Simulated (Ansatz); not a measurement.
# CoCu3HgSe4: the cost of one run

Program: Ansatz 0.2.0. Level of theory: DFT LDA+U (U = 4 eV, J = 0.9 eV on Co d), plane waves, PAW, no spin–orbit coupling unless a run says so. These are calculated values, not measurements.

1 further run of the same task is left out (it didn't finish). Runs told in other sessions of the task aren't counted.

**1. The starting structure**

Symmetry: P-43m, No. 215, cubic system. The conventional cell has a = 5.859 Å, b = 5.859 Å, c = 5.859 Å, α = 90.00°, β = 90.00°, γ = 90.00°. Around Co (site symmetry -43m) lie 4 Se at 2.29 Å. Around Cu (site symmetry -42m) lie 4 Se at 2.47 Å. Hg (site symmetry -43m) is surrounded by 4 Se at 2.78 Å. Se (site symmetry 3m) is surrounded by 1 Co at 2.29 Å and 3 Cu at 2.47 Å and 1 Hg at 2.78 Å.

As a file:

```
Co Cu Hg Se
1.0
     5.85907    0.00000    0.00000
     0.00000    5.85907    0.00000
     0.00000    0.00000    5.85907
Co Cu Hg Se
1 3 1 4
Cartesian
  0.0000 0.0000 0.0000
  0.0000 2.9295 0.0000
  0.0000 0.0000 2.9295
  2.9295 0.0000 0.0000
  2.9295 2.9295 2.9295
  1.3226 1.3226 1.3226
  4.5365 4.5365 1.3226
  1.3226 4.5365 4.5365
  4.5365 1.3226 4.5365
```

Magnetic order typed: ferromagnetic.

**2. From atoms, symmetry kept, no search**

input.yaml reads:

```yaml
crystal:
  lattice:
    - [5.85907229, 0.0, 0.0]
    - [0.0, 5.85907229, 0.0]
    - [0.0, 0.0, 5.85907229]
  atoms:
    - { symbol: Co, position: [0.0, 0.0, 0.0], spin: 4.0 }
    - { symbol: Cu, position: [0.0, 0.5, 0.0] }
    - { symbol: Cu, position: [0.0, 0.0, 0.5] }
    - { symbol: Cu, position: [0.5, 0.0, 0.0] }
    - { symbol: Hg, position: [0.5, 0.5, 0.5] }
    - { symbol: Se, position: [0.225732, 0.225732, 0.225732] }
    - { symbol: Se, position: [0.774268, 0.774268, 0.225732] }
    - { symbol: Se, position: [0.225732, 0.774268, 0.774268] }
    - { symbol: Se, position: [0.774268, 0.225732, 0.774268] }
basis:
  ecutwfc: 420
  ecutrho_ratio: 4
kpoints:
  mp_grid: { grid: [3, 3, 3] }
hamiltonian:
  xc: lda
  hubbard: { sites: [{ site: 0, l: d, u: 4.0, j: 0.9 }] }
scf:
  occupations: { method: gaussian, width: 0.05 }
  lower_state_search: "off"
  max_iter: 150
output:
  forces: true
  stress: true
  eigenvalues: true
  populations: true
  hubbard: { sites: [{ site: 0, l: d }] }
magnetization:
  spin_polarized: true
```

Run with:

```
$ ansatz run input.yaml --threads 4 --pin off --max-ram 6144MiB --backend cpu --events-out ev --progress --plain --runs-dir out
```

Q: Estimate wall time and peak memory on 4 threads of Arm Neoverse V2, shared host.

About 51 s, with a peak of 0.96 GiB.
